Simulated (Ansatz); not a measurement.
# GaNi: the cost of one run

Program: Ansatz 0.2.0. Level of theory: DFT PBEsol, scalar-relativistic, plane waves, PAW. These are calculated values, not measurements.

## Step 1: The structure to begin with

Symmetry: Pm-3m, No. 221, cubic system. Conventional cell: a = 2.886 Å, b = 2.886 Å, c = 2.886 Å, α = 90.00°, β = 90.00°, γ = 90.00°. Around Ga (site symmetry m-3m) lie 8 Ni at 2.50 Å. Ni (site symmetry m-3m) has 8 Ga at 2.50 Å as nearest neighbours.

Structure file:

```
Ga Ni
1.0
     2.88600    0.00000    0.00000
     0.00000    2.88600    0.00000
     0.00000    0.00000    2.88600
Ga Ni
1 1
Direct
  0.00000 0.00000 0.00000
  0.50000 0.50000 0.50000
```

The structure comes from the Crystallography Open Database.

(A quick probe on a coarse mesh, which set the mesh and smearing, is not shown.)

## Step 3: Full relaxation

input.yaml reads:

```yaml
crystal:
  lattice:
    - [2.886, 0.0, 0.0]
    - [0.0, 2.886, 0.0]
    - [0.0, 0.0, 2.886]
  atoms:
    - { symbol: Ga, position: [0.0, 0.0, 0.0] }
    - { symbol: Ni, position: [0.5, 0.5, 0.5] }
basis:
  ecutwfc: 420
kpoints:
  mp_grid: { grid: [14, 14, 14] }
hamiltonian:
  xc: pbesol
scf:
  occupations: { method: gaussian, width: 0.1 }
output:
  forces: true
  stress: true
  eigenvalues: true
  write_density: true
  write_potential: true
  elf: true
  volumetric_format: npy
relax:
  adjacent_minimum: "off"
  f_tol: 0.005
  max_steps: 80
  cell: { stress_tol: 0.05 }
```

Run with:

```bash
$ ansatz run input.yaml --threads 1 --pin off --max-ram 2560MiB --backend cpu --events-out ev --progress --plain --runs-dir out
```

**Question.** How long does this run take on 1 thread of Arm Neoverse V1, shared host, and how much memory does it need?

About 15 s, with a peak of 0.34 GiB.
